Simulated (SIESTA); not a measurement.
TiO:

```
Ti O
1.0
     4.08667    0.00000    0.00000
     0.00000    4.08667    0.00000
     0.00000    0.00000    4.08667
Ti O
3 3
Direct
  0.50000 0.00000 0.50000
  0.00000 0.50000 0.50000
  0.50000 0.50000 0.00000
  0.00000 0.00000 0.50000
  0.50000 0.00000 0.00000
  0.00000 0.50000 0.00000
```

The cell comes from a database or a generator and needn't be the stable form of this composition.

```yaml
Program: SIESTA 5.4.2
Task: single point
Functional: PBEsol
Potentials_or_basis: PseudoDojo 0.4 standard (PBEsol files)
Basis: DZP (energy shift 0.003 Ry; two zetas on semicore shells)
Grid_cutoff: 800 Ry
Energy_shift: 0.003 Ry
k_mesh: 7 × 7 × 7
Occupations: fermi-dirac, width 0.05 eV
Spin: no spin polarisation
```

On this cell: pressure -5.8 GPa; largest force zero by symmetry; band gap on the k mesh none (metal or under the smearing width).

The same run follows on a disturbed copy (atoms moved at random, drawn with an rms of 0.05 Å):

```
Ti O
1.0
     4.08667    0.00000    0.00000
     0.00000    4.08667    0.00000
     0.00000    0.00000    4.08667
Ti O
3 3
Direct
  0.50180 0.99569 0.49638
  0.00310 0.49618 0.50616
  0.50309 0.49178 0.99053
  0.99977 0.00389 0.49795
  0.50419 0.99913 0.99144
  0.99211 0.50116 0.00780
```

Task: What does the disturbed cell give?

Result: The energy (extrapolated to zero smearing) moves by +7.6 meV/atom; pressure -5.6 GPa; largest force 0.650 eV/Å; band gap on the k mesh none (metal or under the smearing width).

Forces on the atoms (eV/Å):
```
Ti  -0.066  0.076 -0.164
Ti  -0.144  0.234 -0.236
Ti  -0.315  0.318  0.468
O    0.122 -0.360  0.024
O   -0.152 -0.219  0.259
O    0.549 -0.042 -0.344
```

Stress tensor (GPa, compression positive):
```
-5.40  0.05  0.22
 0.05 -5.58  0.00
 0.22  0.00 -5.76
```

Caveats: the basis of atomic orbitals isn't converged, which shifts pressures, moduli and gaps; semilocal functionals often make such compounds metallic where correlation or magnetic order opens a gap, which also shifts bond lengths.
